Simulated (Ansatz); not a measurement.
# ZnPd3: the cost of one run

Computed with Ansatz 0.2.0, driven from Python. Level of theory: DFT PBEsol, plane waves, PAW.

### Step 1. Starting point

ZnPd3 Pm-3m: The structure is cubic, space group Pm-3m (No. 221). Conventional cell: a = 3.877 Å, b = 3.877 Å, c = 3.877 Å, α = 90.00°, β = 90.00°, γ = 90.00°. Zn (site symmetry m-3m) has 12 Pd at 2.74 Å as nearest neighbours. Pd (site symmetry 4/mmm) is surrounded by 4 Zn at 2.74 Å and 8 Pd at 2.74 Å.

Zn P6_3/mmc: It takes space group P6_3/mmc (No. 194, hexagonal). The conventional cell has a = 2.670 Å, b = 2.670 Å, c = 4.966 Å, α = 90.00°, β = 90.00°, γ = 120.00°. Zn (site symmetry -6m2) is surrounded by 12 Zn at 2.67 to 2.92 Å.

Pd Fm-3m: The structure is cubic, space group Fm-3m (No. 225). Conventional cell: a = 3.893 Å, b = 3.893 Å, c = 3.893 Å, α = 90.00°, β = 90.00°, γ = 90.00°. Pd (site symmetry m-3m) is surrounded by 12 Pd at 2.75 Å.

The script holds or builds the structure itself.

### Step 2. The script

Contents of znpd3.py:

```python
"""Heat of formation of ZnPd3 at zero temperature, after relaxing cells and atoms."""

from collections import Counter

import ansatz as az
from ase import Atoms
import numpy as np
import pandas as pd


def solve(name, crystal):
    calc = (
        crystal.calculation()
        .functional(az.Functional.PBESOL)
        .basis(520)
        .kpoints(spacing=0.15)
        .occupations("fermi_dirac", width=0.05)
        .stress()
    )
    calc = calc.relax(force_tolerance=0.01, cell=True)
    return calc.run(threads=1, backend="cpu")


def counts(outcome):
    return Counter(site.symbol for site in outcome.lattice.sites)

def formation_energy(outcome, mu):
    n = counts(outcome)
    return (outcome.report["energy_sigma0_ev"] - sum(k * mu[element] for element, k in n.items())) / sum(n.values())


def volume_per_atom(outcome):
    return abs(np.linalg.det(outcome.lattice.cell_ang)) / len(outcome.lattice.sites)


def main() -> None:
    phases = {}
    atoms = Atoms(
        ["Zn", "Pd", "Pd", "Pd"],
        scaled_positions=[
            (0.0, 0.0, 0.0),
            (0.0, 0.5, 0.5),
            (0.5, 0.0, 0.5),
            (0.5, 0.5, 0.0),
        ],
        cell=[
            (3.8769, 0.0, 0.0),
            (0.0, 3.8769, 0.0),
            (0.0, 0.0, 3.8769),
        ],
        pbc=True,
    )
    znpd3 = az.Crystal.from_ase(atoms)
    phases["ZnPd3"] = znpd3
    zn = (
        az.Lattice.from_parameters(2.67, 2.67, 4.966, alpha=90, beta=90, gamma=120)
        .space_group(194)
        .atom("Zn", (1 / 3, 2 / 3, 0.25))
    )
    phases["Zn"] = zn
    pd_cell = (
        az.Lattice.fcc(3.893)
        .space_group(225)
        .atom("Pd", (0.0, 0.0, 0.0))
        .primitive()
    )
    phases["Pd"] = pd_cell

    done = {}
    for name, crystal in phases.items():
        done[name] = solve(name, crystal)
        print(f"{name}: {done[name].report['energy_sigma0_ev']:.4f} eV, {len(done[name].lattice.sites)} atoms")

    # chemical potentials of the elements at zero temperature
    references = {"Zn": "Zn", "Pd": "Pd"}
    mu = {element: done[name].report["energy_sigma0_ev"] / len(done[name].lattice.sites) for element, name in references.items()}

    target = done["ZnPd3"]
    heat = formation_energy(target, mu)
    rows = [(name, len(o.lattice.sites), volume_per_atom(o), formation_energy(o, mu)) for name, o in done.items()]
    print(pd.DataFrame(rows, columns=["phase", "atoms", "V (A^3/atom)", "E_form (eV/atom)"]).round(4).to_string(index=False))


if __name__ == "__main__":
    main()
```

### Step 3. The input behind the calls

The package turns the script's settings into the engine's input (first run):

```yaml
crystal:
  lattice:
    - [3.8769, 0.0, 0.0]
    - [0.0, 3.8769, 0.0]
    - [0.0, 0.0, 3.8769]
  atoms:
    - { symbol: Zn, position: [0.0, 0.0, 0.0] }
    - { symbol: Pd, position: [0.0, 0.5, 0.5] }
    - { symbol: Pd, position: [0.5, 0.0, 0.5] }
    - { symbol: Pd, position: [0.5, 0.5, 0.0] }
basis:
  ecutwfc: 520.0
kpoints:
  mp_grid:
    kspacing: 0.15
hamiltonian:
  xc: pbesol
scf:
  occupations:
    method: fermi_dirac
    width: 0.05
relax:
  f_tol: 0.01
  cell: {}
output:
  stress: true
```

### Step 4. Running it

Launch:

```bash
> python znpd3.py
```

What time and memory should one allow on 1 thread of Arm Neoverse V1, shared host?

About 2 min, with a peak of 0.55 GiB.
